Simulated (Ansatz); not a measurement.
# GaH2+ (singlet): from Hartree-Fock to the top rungs, aug-cc-pVDZ

How much of the correlation energy of GaH2+ (singlet) does each wave-function method recover here?

Computed with Ansatz 0.2.0, Gaussian basis. Level: aug-cc-pVDZ, core rule «outside noble gas», up to 14 orbitals frozen.

To be run: UHF; CCSD(T) on RHF; BCCD(T) on RHF; CISD; CCSDT(Q) on RHF; CASSCF and MRCISD+Q, 4 electrons in 6 orbitals; CASSCF and NEVPT2, 4 electrons in 6 orbitals; Full CI.

33 further runs of the same task are left out: 6 for a known fault of the program, 11 that didn't finish, 16 set aside as unsound or not needed.

## 1. What is computed

The geometry is a PBE0/def2-TZVP stationary point (not a proven minimum) of the parent state, kept for this charge and spin. No spin-orbit coupling is included. The filled d shell of Ga may be among the frozen orbitals whatever the setting's name suggests; the logs give the count.

3 atoms, charge 1, spin multiplicity 1.

Atoms are counted from 1 here; the program's logs count them from 0.

Bond lengths: Ga1–H2 1.593 Å, Ga1–H3 1.593 Å. Angles: H2–Ga1–H3 120.5°.

## 2. UHF

File in.yaml:

```yaml
crystal:
  periodic: [false, false, false]
  atoms:
    - {symbol: Ga, position_ang: [0.000000, -0.022229, 0.000000]}
    - {symbol: H, position_ang: [0.000000, 0.768845, -1.383112]}
    - {symbol: H, position_ang: [0.000000, 0.768845, 1.383112]}
basis:
  gaussian: {orbitals: aug-cc-pVDZ}
total_charge: 1
magnetization: {spin_polarized: true, initial_magnetization: 0}
hamiltonian: {xc: hf}
output: {orbitals: {seedname: orbitals}}
```

The run is started by

```sh
$ ansatz run in.yaml --threads 1 --pin off --events-out ev --progress --plain --max-ram 2393MiB
```

After this run come: CCSD(T) on RHF; BCCD(T) on RHF; CISD; CCSDT(Q) on RHF; CASSCF and MRCISD+Q, 4 electrons in 6 orbitals; CASSCF and NEVPT2, 4 electrons in 6 orbitals; Full CI.

Q: Predict the results of all the runs planned. Wanted: FCI below the RHF energy; RMP2 from FCI; RCCSD from FCI; RCCSD(T) from FCI; RCCSDT(Q) from FCI; NEVPT2 valence from FCI; MRCISD+Q valence from FCI; T1 diagnostic; effectively unpaired electrons.

**Answer**, as computed:

```
                         quantity                                                                          value
         FCI below the RHF energy                                                                     -2.0264 eV
                    RMP2 from FCI                                                                +13.04 kcal/mol
                   RCCSD from FCI                                                                 +0.78 kcal/mol
                RCCSD(T) from FCI                                                                 +0.23 kcal/mol
               RCCSDT(Q) from FCI                                                                  0.00 kcal/mol
          NEVPT2 valence from FCI                                                                 +4.30 kcal/mol
        MRCISD+Q valence from FCI                                                                 -0.10 kcal/mol
levels within 1 kcal/mol (43 meV)  RCCSD, RCCSD(T), BCCD(T), RCCSDT, RCCSDT(Q), MRCISD valence, MRCISD+Q valence
                    T1 diagnostic                                                                          0.016
   effectively unpaired electrons                                                                           0.05
```

RCCSD(T) misses by +0.23 kcal/mol, 0.5 % of the correlation energy. MRCISD+Q valence falls below full CI: the +Q correction isn't variational, and the cores differ from full CI's. One determinant dominates. Of the multireference levels listed MRCISD+Q valence comes nearest in total energy (-0.10 kcal/mol), which doesn't show that its space is the better one. These misses are within one basis, not against nature.
